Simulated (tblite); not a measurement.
# C5H14GeO: the cost of one run

The runs use tblite 0.8.0 and PySCF 2.14.0, with density-fitted response routines of our own; the level of theory stands in each step. All values are computed, except where a source is named. Atoms count from 0, in the outputs and in this text.

## 1. The molecule as given

21 atoms, charge 0, multiplicity 1; geometry from: force field or distance geometry start.

Bonds of the start (Å): C0–C1 1.49, C1–C2 1.50, C1–O3 1.39, O3–C4 1.40, C4–C5 1.49, C5–Ge6 1.94, C0–H7 1.12, C0–H8 1.10, C0–H9 1.14, C1–H10 1.14, C2–H11 1.11, C2–H12 1.12, C2–H13 1.10, C4–H14 1.12, C4–H15 1.11, C5–H16 1.11, C5–H17 1.11, Ge6–H18 1.55, Ge6–H19 1.55, Ge6–H20 1.55.

## 2. Optimising the geometry with GFN2-xTB

Job settings and geometry (Å):

```
{"job": {"kind": "relax", "xc": "GFN2-xTB", "basis": "xTB"}, "charge": 0, "multiplicity": 1}
C     -2.421200     0.778700     0.830300
C     -1.446300    -0.016700     0.039100
C     -1.866600    -0.148400    -1.390700
O     -0.121100     0.379400     0.160100
C      0.688900    -0.597600     0.755500
C      2.120100    -0.202900     0.889600
Ge     2.993900     0.211300    -0.795500
H     -2.466100     0.474000     1.912000
H     -2.328700     1.872400     0.745800
H     -3.449400     0.527700     0.414500
H     -1.489800    -1.066200     0.474100
H     -1.105100     0.300700    -2.068500
H     -1.923000    -1.243000    -1.628100
H     -2.823000     0.330500    -1.629000
H      0.294700    -0.702400     1.799400
H      0.578100    -1.596400     0.290100
H      2.674900    -1.048600     1.343000
H      2.245800     0.677100     1.549400
H      2.135200     1.142000    -1.682100
H      3.421000    -1.063900    -1.562800
H      4.278900     1.009300    -0.446600
```

Run with:

```
$ OMP_NUM_THREADS=1 python probes_run.py task.json out
```

The driver reads the jobs from task.json and runs them one after another.

Q: Estimate the wall time and peak memory of this first job on 1 thread of Arm Neoverse N1, shared host.

About 2.3 s, with a peak of 0.18 GiB.
